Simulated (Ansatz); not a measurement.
# C₄H₉Al: a ladder of functionals and wavefunction methods

One table from this session's results is given with a row withheld; the runs are named, their logs left out.

Computed with Ansatz 0.2.0, Gaussian basis. Level: functionals in def2-TZVPP, the program's frozen cores in correlated methods.

Levels to be run: PBE-D4, r2SCAN-D4, PBE0-D4, B3LYP-D4, ωB97X-V, ωB97M-V, B2PLYP; CCSD(T)/def2-TZVPP; MP2/def2-QZVPP; extrapolation to the limit.

### The geometry

All runs share one geometry, relaxed beforehand with PBE0-D4 in a triple-zeta def2 set.

14 atoms, charge 0, spin multiplicity 1.

Atoms are counted from 1 here; the program's logs count them from 0.

Bond lengths: C1–C2 1.338 Å, C1–H6 1.092 Å, C1–H7 1.087 Å, C2–C3 1.501 Å, C2–Al4 1.952 Å, C3–H8 1.095 Å, C3–H9 1.095 Å, C3–H10 1.095 Å, Al4–C5 1.953 Å, Al4–H11 1.592 Å, C5–H12 1.092 Å, C5–H13 1.096 Å, C5–H14 1.095 Å. Angles: C2–C1–H6 122.3°, C2–C1–H7 122.0°, H6–C1–H7 115.7°, C1–C2–C3 120.6°, C1–C2–Al4 115.3°, C3–C2–Al4 124.1°, C2–C3–H8 111.3°, C2–C3–H9 111.3°, C2–C3–H10 112.2°, H8–C3–H9 106.0°, H8–C3–H10 108.0°, H9–C3–H10 108.0°, C2–Al4–C5 121.4°, C2–Al4–H11 116.2°, C5–Al4–H11 122.4°, Al4–C5–H12 113.2°, Al4–C5–H13 110.5°, Al4–C5–H14 111.3° and more.

Set-up of the first run:

The input, in.yaml:

```yaml
crystal:
  periodic: [false, false, false]
  atoms:
    - {symbol: C, position_ang: [-1.238365, 0.499886, 1.764206]}
    - {symbol: C, position_ang: [-0.632277, 0.409898, 0.575294]}
    - {symbol: C, position_ang: [-0.987051, 1.353339, -0.536903]}
    - {symbol: Al, position_ang: [0.704274, -1.004738, 0.425264]}
    - {symbol: C, position_ang: [1.704330, -1.287806, -1.228340]}
    - {symbol: H, position_ang: [-2.004277, 1.249268, 1.973249]}
    - {symbol: H, position_ang: [-0.997633, -0.170997, 2.585346]}
    - {symbol: H, position_ang: [-0.112413, 1.922230, -0.868936]}
    - {symbol: H, position_ang: [-1.346195, 0.811797, -1.418164]}
    - {symbol: H, position_ang: [-1.762148, 2.067926, -0.240703]}
    - {symbol: H, position_ang: [0.933006, -1.897009, 1.723905]}
    - {symbol: H, position_ang: [2.312551, -2.195216, -1.213914]}
    - {symbol: H, position_ang: [2.378252, -0.444036, -1.417715]}
    - {symbol: H, position_ang: [1.035147, -1.343741, -2.093589]}
basis:
  gaussian: {orbitals: def2-TZVPP}
hamiltonian: {xc: pbe, dispersion: d4}
output: {forces: true, orbitals: {seedname: orbitals}}
```

Launch:

```
$ ansatz run in.yaml --threads 4 --pin off --events-out ev --progress --plain --max-ram 10444MiB
```

Among the steps run: PBE-D4 (GGA); r2SCAN-D4 (meta-GGA); PBE0-D4 (hybrid); B3LYP-D4 (hybrid); ωB97X-V (range-separated); ωB97M-V (range-separated); B2PLYP (double hybrid); CCSD(T) in def2-TZVPP; MP2 in def2-QZVPP.

One of the session's tables, all rows but one given; the rest of the session is left out.

| method | atomisation energy (kcal/mol) |
| --- | --- |
| PBE-D4 | 1285.1 |
| r2SCAN-D4 | ? |
| PBE0-D4 | 1271.4 |
| B3LYP-D4 | 1268.2 |
| ωB97X-V | 1267.5 |
| ωB97M-V | 1269.8 |
| B2PLYP | 1255.1 |
| HF/def2-TZVPP | 961.7 |
| MP2/def2-TZVPP | 1250.2 |
| CCSD/def2-TZVPP | 1223.5 |
| CCSD(T)/def2-TZVPP | 1239.0 |
| MP2/CBS | 1277.3 |
| CCSD(T)/CBS | 1266.1 |

Q: Estimate the row for r2SCAN-D4 from the others.

**Answer.** atomisation energy (kcal/mol): 1270.5. In the column «atomisation energy (kcal/mol)» it lies between ωB97M-V (1269.8) and PBE0-D4 (1271.4).
